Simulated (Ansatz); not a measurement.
# Co (Cobalt): the cost of one run

Program: Ansatz 0.2.0. Level of theory: DFT r²SCAN, scalar-relativistic, plane waves, PAW. These are calculated values, not measurements.

**1. Starting point**

The structure is hexagonal, space group P6_3/mmc (No. 194). Conventional cell: a = 2.472 Å, b = 2.472 Å, c = 4.016 Å, α = 90.00°, β = 90.00°, γ = 120.00°. Around Co (site symmetry -6m2) lie 12 Co at 2.46 to 2.47 Å.

Structure file:

```
CELL_PARAMETERS angstrom
2.47240 0.00000 0.00000
-1.23620 2.14116 0.00000
0.00000 0.00000 4.01631
ATOMIC_POSITIONS crystal
Co 0.33333 0.66667 0.25000
Co 0.66667 0.33333 0.75000
```

This cell comes from an earlier session at r²SCAN: 10.631 Å³/atom at 0.01 GPa, on a 20×20×12 mesh.

Volume factors to run: 0.980, 1.020, 0.960, 1.040.

**2. At 0.980 of the relaxed volume**

input.yaml

```yaml
crystal:
  lattice:
    - [2.4558072019, 0.0, 0.0]
    - [-1.227903601, 2.1267914237, 0.0]
    - [0.0, 0.0, 3.9893527772]
  atoms:
    - { symbol: Co, position: [0.3333333333, 0.6666666667, 0.25], spin: 2.08 }
    - { symbol: Co, position: [0.6666666667, 0.3333333333, 0.75], spin: 2.08 }
basis:
  ecutwfc: 500
  ecutrho_ratio: 4
kpoints:
  mp_grid: { grid: [20, 20, 12] }
hamiltonian:
  xc: r2scan
scf:
  occupations: { method: gaussian, width: 0.05 }
output:
  forces: true
  stress: true
  eigenvalues: true
  populations: true
magnetization:
  spin_polarized: true
relax:
  f_tol: 0.01
  max_steps: 40
  cell: { stress_tol: 0.1, fix: [volume] }
```

Run with:

```sh
> ansatz run input.yaml --threads 2 --pin off --max-ram 5120MiB --backend cpu --events-out ev --progress --plain --runs-dir out
```

What time and memory should one allow on 2 threads of Arm Neoverse V1, shared host?

About 94 s, with a peak of 0.62 GiB.
